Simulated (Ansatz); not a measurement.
# Ag+ with H2O2: superposition error and deformation

The task here is to estimate one member of a computed series from the others.

The runs use Ansatz 0.2.0, Gaussian basis; PBE0-D4 structures, single points in def2-TZVPPD.

Levels: PBE-D4, revPBE-D4, BLYP-D4, r2SCAN-D4, B97M-V, PBE0-D4, B3LYP-D4, HSE06-D4, wB97X-V, wB97M-V, B2PLYP, Hartree-Fock, MP2, CCSD, CCSD(T).

Cores are frozen in the correlated methods. Filled d shells of the heavier atoms are correlated. Core potentials replace the inner electrons past krypton, and spin-orbit coupling is left out. B3LYP uses VWN-RPA correlation. B2PLYP carries no dispersion term here.

23 further runs of the same task are left out: 23 set aside as unsound or not needed.

### The starting structure

The relaxed pair: 5 atoms, charge 1, spin multiplicity 1.

Atoms are counted from 1 here; the program's logs count them from 0.

Bond lengths: Ag1–O2 2.274 Å, O2–O3 1.425 Å, O2–H4 0.971 Å, O3–H5 0.971 Å. Angles: Ag1–O2–O3 102.3°, Ag1–O2–H4 122.5°, O3–O2–H4 103.4°, O2–O3–H5 102.0°.

Geometry (Å):

```xyz
5
AgH2O2
Ag   -0.2507   -0.0338   -2.2186
O    -0.5031    0.0782    0.0385
O     0.8337   -0.0943    0.5019
H    -1.0035   -0.5847    0.5409
H     0.9236    0.6346    1.1374
```

Atoms 1 to 1 are fragment A (Ag+), the rest fragment B (H2O2). From earlier runs, pair energy (eV) and counterpoise interaction (meV):

| method | E(pair) | interaction |
| --- | --- | --- |
| PBE-D4 | -8114.66865 | -1324 |
| revPBE-D4 | -8119.14848 | -1219 |
| BLYP-D4 | -8117.26134 | -1316 |
| r2SCAN-D4 | -8117.76503 | -1361 |
| B97M-V | -8116.93279 | -1289 |
| PBE0-D4 | -8114.15912 | -1223 |
| B3LYP-D4 | -8120.08857 | -1251 |
| HSE06-D4 | -8113.96024 | -1220 |
| wB97X-V | -8116.53076 | -1190 |
| wB97M-V | -8115.73542 | -1188 |
| B2PLYP | -8113.70946 | -1169 |
| MP2 | -8105.85178 | -1136 |
| CCSD(T) | -8106.27436 | -1100 |

First each fragment is run alone in its own basis, frozen in the shape it has in the pair (a, b).

The first run:

a/in.yaml

```yaml
crystal:
  periodic: [false, false, false]
  atoms:
    - {symbol: Ag, position_ang: [-0.250730, -0.033779, -2.218588]}
basis:
  gaussian: {orbitals: "def2-TZVPPD.json"}
total_charge: 1
correlation: {method: ccsd_t}
```

b/in.yaml

```yaml
crystal:
  periodic: [false, false, false]
  atoms:
    - {symbol: O, position_ang: [-0.503076, 0.078243, 0.038495]}
    - {symbol: O, position_ang: [0.833736, -0.094349, 0.501874]}
    - {symbol: H, position_ang: [-1.003528, -0.584655, 0.540866]}
    - {symbol: H, position_ang: [0.923599, 0.634641, 1.137353]}
basis:
  gaussian: {orbitals: "def2-TZVPPD.json"}
correlation: {method: ccsd_t}
```

The basis file named in the input lies beside it (Basis Set Exchange, JSON).

No record of the launch command was kept for these runs.

Steps of the session up to this table: CCSD(T)/def2-TZVPPD; Relaxing H2O2 alone.

One table of the session follows, with a row left open; its other results are not shown here.

| method | interaction with counterpoise (meV) |
| --- | --- |
| PBE-D4 | -1324 |
| revPBE-D4 | -1219 |
| BLYP-D4 | -1316 |
| r2SCAN-D4 | -1361 |
| B97M-V | -1289 |
| PBE0-D4 | -1223 |
| B3LYP-D4 | -1251 |
| HSE06-D4 | -1220 |
| wB97X-V | -1190 |
| wB97M-V | -1188 |
| B2PLYP | -1169 |
| Hartree-Fock | -864 |
| MP2 | -1136 |
| CCSD | ? |
| CCSD(T) | -1100 |

Q: Estimate the row for CCSD from the others.

As computed: interaction with counterpoise (meV): -1067. In the column «interaction with counterpoise (meV)» it lies between CCSD(T) (-1100) and Hartree-Fock (-864).
